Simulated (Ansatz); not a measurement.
**BiRh: stress in a strained cell**

Aim: deform BiRh (equal xx and yy strain of +2 %) and compute stress, forces and field gradients with LAPW, PAW and all-electron datasets made for the crystal.

Method: DFT LDA, scalar-relativistic, in Ansatz 0.2.0.

## Step 1: The starting structure

Symmetry: P6_3/mmc, No. 194, hexagonal system. The conventional cell has a = 4.094 Å, b = 4.094 Å, c = 5.663 Å, α = 90.00°, β = 90.00°, γ = 120.00°. Bi (site symmetry -6m2) is surrounded by 6 Rh at 2.76 Å. Rh (site symmetry -3m) is surrounded by 6 Bi at 2.76 Å and 2 Rh at 2.83 Å.

As a file:

```xyz
4
Lattice="4.0940 0.0000 0.0000 -2.0470 3.5455 0.0000 0.0000 0.0000 5.6630" Properties=species:S:1:pos:R:3 pbc="T T T"
Bi    0.0000    2.3637    1.4158
Bi    2.0470    1.1818    4.2473
Rh    0.0000    0.0000    0.0000
Rh    0.0000    0.0000    2.8315
```

Atoms are numbered in the order of the input: Bi1, Bi2, Rh3, Rh4.

## Step 2: After the deformation

Space group P6_3/mmc before, P6_3/mmc after.

## Step 3: LAPW, all electrons

The input, input.yaml:

```yaml
crystal:
  lattice:
    - [4.175880882, 0.0, 0.0]
    - [-2.087940441, 3.6164189269, 0.0]
    - [0.0, 0.0, 5.663]
  atoms:
    - { symbol: Bi, position: [0.3333333333, 0.6666666667, 0.25] }
    - { symbol: Bi, position: [0.6666666667, 0.3333333333, 0.75] }
    - { symbol: Rh, position: [0.0, 0.0, 0.0] }
    - { symbol: Rh, position: [0.0, 0.0, 0.5] }
kpoints:
  mp_grid: { grid: [12, 12, 7] }
  band_path:
    path:
      - [0.0, 0.0, 0.0]
      - [0.5, 0.0, 0.0]
      - [0.3333333333, 0.3333333333, 0.0]
      - [0.0, 0.0, 0.0]
      - [0.0, 0.0, 0.5]
      - [0.5, 0.0, 0.5]
      - [0.3333333333, 0.3333333333, 0.5]
      - [0.0, 0.0, 0.5]
      - [0.5, 0.0, 0.5]
    npoints: 5
scf:
  occupations: { method: fermi_dirac, width: 0.03 }
hamiltonian:
  xc: lda
  pseudopotentials: { kind: all_electron, lapw: { basis_error: 0.001 } }
output:
  forces: true
  stress: true
  eigenvalues: true
```

Launch:

```bash
$ ansatz run input.yaml --threads 1 --pin off --max-ram 4096MiB --backend cpu --events-out ev --progress --plain --runs-dir out
```

## Step 4: PAW on the default files

The input, input.yaml:

```yaml
crystal:
  lattice:
    - [4.175880882, 0.0, 0.0]
    - [-2.087940441, 3.6164189269, 0.0]
    - [0.0, 0.0, 5.663]
  atoms:
    - { symbol: Bi, position: [0.3333333333, 0.6666666667, 0.25] }
    - { symbol: Bi, position: [0.6666666667, 0.3333333333, 0.75] }
    - { symbol: Rh, position: [0.0, 0.0, 0.0] }
    - { symbol: Rh, position: [0.0, 0.0, 0.5] }
kpoints:
  mp_grid: { grid: [12, 12, 7] }
scf:
  occupations: { method: fermi_dirac, width: 0.03 }
hamiltonian:
  xc: lda
  pseudopotentials: { kind: paw }
output:
  forces: true
  stress: true
  eigenvalues: true
  efg: { contact_densities: true }
```

## Step 5: All-electron PAW on datasets made for the crystal

Edit input.yaml of step 4 so:

```diff
@@ -16,3 +16,3 @@
   xc: lda
-  pseudopotentials: { kind: paw }
+  pseudopotentials: { kind: all_electron, datasets: crystal }
 output:
```

(Steps that only read results are left out.)

**Question.** What will these runs give? Wanted: pressure; largest shear or deviatoric stress.

**Answer**, as computed:

| quantity | value |
| --- | --- |
| pressure | LAPW -7.16, PAW -7.19, crystal datasets -7.17 GPa |
| largest shear or deviatoric stress (LAPW) | 0.40 GPa |

The largest part of the stress beyond the pressure is 0.40 GPa in size, in the zz component; the atoms are carried along and not relaxed. No run of the undeformed cell stands beside it, so pressure and stress hold what the given cell had before the change, as far as its symmetry allows. PAW: stress within 0.03 GPa of LAPW. Crystal datasets: stress within 0.01 GPa of LAPW. Spin-orbit coupling is left out, though the cell holds Bi; in elements this heavy it can shift bands and gaps by tenths of an eV.
